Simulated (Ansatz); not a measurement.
Run this with Ansatz's Python interface and show what comes out.

The script, `bh3s3.py`:
```python
'''One geometry of BH3S3, method by method.'''

from dataclasses import dataclass

import ansatz as az


@dataclass(frozen=True)
class Settings:
    basis: str = 'cc-pVDZ'


cfg = Settings()

GEOMETRY = '''
S    -0.94330    1.56010    0.12780
B     0.14460    0.10720    0.05630
S     0.32460   -0.97230    1.56630
S     1.14590   -0.29570   -1.53130
H    -2.09370    0.83300   -0.32180
H     1.43960   -0.18600    2.03990
H     0.04350   -1.11430   -1.98280
'''


def main() -> None:
    system = az.Crystal.molecule()
    for line in GEOMETRY.strip().splitlines():
        symbol, *xyz = line.split()
        system = system.atom(symbol, [float(v) for v in xyz])

    model = system.calculation().basis(gaussian=cfg.basis)

    methods = ['mp2', 'ccsd', 'ccsd_t']
    batch = az.Session.batch([model.correlation(m).input() for m in methods])
    reports = sorted(batch.plan().execute().molecular_reports, key=lambda each: each['member'])
    print(f'Hartree-Fock reference {reports[0]["reference_energy_ev"] / 27.211386246:.6f} Ha')
    best = reports[-1]['free_energy_ev'] - reports[-1]['reference_energy_ev']
    for method, each in zip(methods, reports):
        gained = each['free_energy_ev'] - each['reference_energy_ev']
        print(f'{method:8s} total {each["free_energy_ev"] / 27.211386246:.6f} Ha  correlation {gained:9.4f} eV  ({100 * gained / best:.1f} % of the last)')


if __name__ == '__main__':
    main()
```

`python bh3s3.py` gives:
```text
Hartree-Fock reference -1219.044148 Ha
mp2      total -1219.530030 Ha  correlation  -13.2215 eV  (87.3 % of the last)
ccsd     total -1219.582850 Ha  correlation  -14.6588 eV  (96.8 % of the last)
ccsd_t   total -1219.600442 Ha  correlation  -15.1375 eV  (100.0 % of the last)
```

Total energies depend on the basis set; only differences at equal settings carry meaning. The geometry is a force-field or estimated start, not a minimum of this method, and the basis set is short of its limit. A lower total doesn't mark the better method: functionals have no common bound, and MP2 and coupled cluster aren't variational. Inner cores stay frozen, so this is valence correlation. For Al to Cl the sets with a tight d function, cc-pV(X+d)Z, are usual.
